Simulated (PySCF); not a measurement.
# The bond of SnH−, level by level

One job finds the state of SnH−, follows it along the bond with each method and fits the curves.

The runs use PySCF 2.14.0; Sn def2-SVPD with ECP28, H def2-SVPD, scalar-relativistic core potentials.

3 further runs of the same task are left out: 3 set aside as unsound or not needed.

## Step 1: The job

A driver script around PySCF takes these settings:

```
atoms                         : Sn, H
charge                        : -1
basis                         : Sn def2-SVPD with ECP28, H def2-SVPD
Hamiltonian                   : scalar-relativistic core potentials
basis functions               : 40
electrons treated             : 24
masses in u                   : 119.9022, 1.0078
levels                        : PBE0, PBE, r²SCAN, BLYP, LDA, MN15, ωB97X, HF, MP2, SCS-MP2, CCSD, CCSD(T)
grid                          : 80 radial by 434 angular points
occupations                   : held fixed by the projection of orbital angular momentum
dissociation limit            : Sn− + H, each in its ground configuration
starting distance in angstrom : 1.770
values of 2S to try           : 0, 2, 4
```

Started as:

```
$ OMP_NUM_THREADS=1 python dia.py task.json out
```

After this run come: The PBE0 curve of the state that the search chose; PBE (GGA); r²SCAN (meta-GGA); BLYP (GGA); LDA (local density); MN15 (hybrid meta-GGA); ωB97X (range-separated hybrid); UHF (mean field); Correlated methods on the Hartree–Fock reference.

Before running it: what results should come out? Wanted: for each run, Re; ωe; De; μ.

As calculated:

Lowest PBE0 solution found, without spin–orbit coupling: ³Σ⁻ (triplet), unpaired electrons π ↑↑.

```
      level  Re (Å)  ωe (cm⁻¹)  De (eV)  μ (D)
        UHF   1.811       1571     1.64  -0.86
    UHF-MP2   1.806       1561     2.22    n/a
UHF-SCS-MP2   1.815       1533     2.33    n/a
   UHF-CCSD   1.820       1504     2.40    n/a
UHF-CCSD(T)   1.823       1494     2.43    n/a
        LDA   1.821       1502     3.02  -1.15
        PBE   1.842       1449     2.61  -1.22
       BLYP   1.855       1404     2.75  -1.38
     r²SCAN   1.819       1518     2.61  -1.08
       PBE0   1.820       1520     2.54  -1.07
       MN15   1.822       1510     2.74  -1.36
      ωB97X   1.817       1542     2.85  -1.03
```

De is counted to Sn− + H in their ground configurations. A positive dipole points from Sn to H; in an ion it is taken about the centre of mass and does not tell which atom is negative.

Differences from CCSD(T) in the same basis:

```
      level  Re (mÅ)  ωe (%)
        UHF      -11    +5.2
    UHF-MP2      -17    +4.5
UHF-SCS-MP2       -8    +2.7
   UHF-CCSD       -2    +0.7
        LDA       -1    +0.6
        PBE      +19    -3.0
       BLYP      +32    -6.0
     r²SCAN       -4    +1.6
       PBE0       -2    +1.8
       MN15        0    +1.1
      ωB97X       -5    +3.2
```

In words: Judged by CCSD(T) in the same basis: best bond length MN15 (0 mÅ), worst BLYP (+32 mÅ); best wavenumber LDA (+0.6 %), worst BLYP (-6.0 %). Hartree–Fock makes the bond too short and too stiff against this reference, as it mostly does. PBE has the long and soft bond that GGAs tend to give. CCSD(T) in a basis this small is itself some way from its limit, more so than the functionals. Of the levels with a De here, UHF gives the least (1.64 eV) and LDA the most (3.02 eV).

Correlated steps freeze 4 core orbitals. Spin–orbit coupling is left out, which matters for elements this heavy, above all for dissociation energies. With some functionals the highest level of the anion is positive, from self-interaction error or because the anion is truly unbound there; the finite basis then holds the extra electron, and no neutral molecule was run to test the binding.
